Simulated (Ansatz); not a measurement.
# Ca2SiSe6: the cost of one run

Method: DFT PBE, scalar-relativistic, plane waves, PAW, in Ansatz 0.2.0.

1 further run of the same task is left out (it didn't finish).

**1. The starting structure**

It takes space group Immm (No. 71, orthorhombic). The conventional cell has a = 6.473 Å, b = 6.485 Å, c = 8.401 Å, α = 90.00°, β = 90.00°, γ = 90.00°. Around Ca (site symmetry m2m) lie 1 Se at 1.15 Å. Around Si (site symmetry mmm) lie 8 Se at 3.11 Å and 4 Ca at 3.32 Å. Se (site symmetry -1) is surrounded by 2 Se at 2.67 Å and 2 Ca at 2.79 Å. Se (site symmetry m2m) has 1 Ca at 1.15 Å as nearest neighbours.

As a file:

```
CELL_PARAMETERS angstrom
-3.23625 3.24266 4.20069
3.23625 -3.24266 4.20069
3.23625 3.24266 -4.20069
ATOMIC_POSITIONS crystal
Ca 0.88356 0.00000 0.88356
Ca 0.11644 0.00000 0.11644
Si 0.00000 0.50000 0.50000
Se 0.00000 0.50000 0.00000
Se 0.50000 0.50000 0.50000
Se 0.50000 0.00000 0.00000
Se 0.00000 0.00000 0.50000
Se 0.29426 0.00000 0.29426
Se 0.70574 0.00000 0.70574
```

A structure generator made this guess: random cell by space group and Wyckoff sites (Immm, No. 71). Its size is a rough estimate.

**2. The guess as it stands, on a coarse mesh**

input.yaml

```yaml
crystal:
  lattice:
    - [-3.23625092, 3.24265754, 4.20069198]
    - [3.23625092, -3.24265754, 4.20069198]
    - [3.23625092, 3.24265754, -4.20069198]
  atoms:
    - { symbol: Ca, position: [0.88356207, 0.0, 0.88356207] }
    - { symbol: Ca, position: [0.11643793, 0.0, 0.11643793] }
    - { symbol: Si, position: [0.0, 0.5, 0.5] }
    - { symbol: Se, position: [0.0, 0.5, 0.0] }
    - { symbol: Se, position: [0.5, 0.5, 0.5] }
    - { symbol: Se, position: [0.5, 0.0, 0.0] }
    - { symbol: Se, position: [0.0, 0.0, 0.5] }
    - { symbol: Se, position: [0.29426127, 0.0, 0.29426127] }
    - { symbol: Se, position: [0.70573873, 0.0, 0.70573873] }
basis:
  ecutwfc: 420
kpoints:
  mp_grid: { grid: [4, 4, 4] }
hamiltonian:
  xc: pbe
scf:
  occupations: { method: gaussian, width: 0.1 }
  lower_state_search: "off"
output:
  forces: true
  stress: true
  eigenvalues: true
```

Launch:

```bash
$ ansatz run input.yaml --threads 1 --pin off --max-ram 2560MiB --backend cpu --events-out ev --progress --plain --runs-dir out
```

**Question.** How long does this run take on 1 thread of Arm Neoverse V1, shared host, and how much memory does it need?

About 86 s, with a peak of 0.54 GiB.
